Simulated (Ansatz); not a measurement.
# ZnS2: the cost of one run

Method: DFT r2SCAN, scalar-relativistic, plane waves, PAW, in Ansatz 0.2.0.

1 further run of the same task is left out (it didn't finish).

## Step 1: Starting point

Symmetry: Pa-3, No. 205, cubic system. The conventional cell has a = 5.945 Å, b = 5.945 Å, c = 5.945 Å, α = 90.00°, β = 90.00°, γ = 90.00°. Around Zn (site symmetry -3) lie 6 S at 2.52 Å. S (site symmetry 3) is surrounded by 1 S at 2.06 Å and 3 Zn at 2.52 Å.

As a file:

```xyz
12
Lattice="5.9454 0.0000 0.0000 0.0000 5.9454 0.0000 0.0000 0.0000 5.9454" Properties=species:S:1:pos:R:3 pbc="T T T"
Zn    2.9727    2.9727    0.0000
Zn    2.9727    0.0000    2.9727
Zn    0.0000    2.9727    2.9727
Zn    0.0000    0.0000    0.0000
S     0.5960    5.3494    2.3767
S     5.3494    2.3767    0.5960
S     2.3767    0.5960    5.3494
S     3.5687    3.5687    3.5687
S     5.3494    0.5960    3.5687
S     0.5960    3.5687    5.3494
S     3.5687    5.3494    0.5960
S     2.3767    2.3767    2.3767
```

(A quick probe on a coarse mesh, which set the mesh and smearing, is not shown.)

## Step 3: The relaxation

input.yaml

```yaml
crystal:
  lattice:
    - [5.94543046, 0.0, 0.0]
    - [0.0, 5.94543046, 0.0]
    - [0.0, 0.0, 5.94543046]
  atoms:
    - { symbol: Zn, position: [0.5, 0.5, 0.0] }
    - { symbol: Zn, position: [0.5, 0.0, 0.5] }
    - { symbol: Zn, position: [0.0, 0.5, 0.5] }
    - { symbol: Zn, position: [0.0, 0.0, 0.0] }
    - { symbol: S, position: [0.10024639, 0.89975361, 0.39975361] }
    - { symbol: S, position: [0.89975361, 0.39975361, 0.10024639] }
    - { symbol: S, position: [0.39975361, 0.10024639, 0.89975361] }
    - { symbol: S, position: [0.60024639, 0.60024639, 0.60024639] }
    - { symbol: S, position: [0.89975361, 0.10024639, 0.60024639] }
    - { symbol: S, position: [0.10024639, 0.60024639, 0.89975361] }
    - { symbol: S, position: [0.60024639, 0.89975361, 0.10024639] }
    - { symbol: S, position: [0.39975361, 0.39975361, 0.39975361] }
basis:
  ecutwfc: 500
kpoints:
  mp_grid: { grid: [6, 6, 6] }
hamiltonian:
  xc: r2scan
scf:
  occupations: { method: gaussian, width: 0.02 }
output:
  forces: true
  stress: true
  eigenvalues: true
relax:
  adjacent_minimum: "off"
  f_tol: 0.01
  max_steps: 80
  cell: { stress_tol: 0.05 }
```

The run is started by

```bash
$ ansatz run input.yaml --threads 1 --pin off --max-ram 2560MiB --backend cpu --events-out ev --progress --plain --runs-dir out
```

What time and memory should one allow on 1 thread of Intel Xeon 6975P-C (Granite Rapids), shared host?

About 79 s, with a peak of 0.99 GiB.
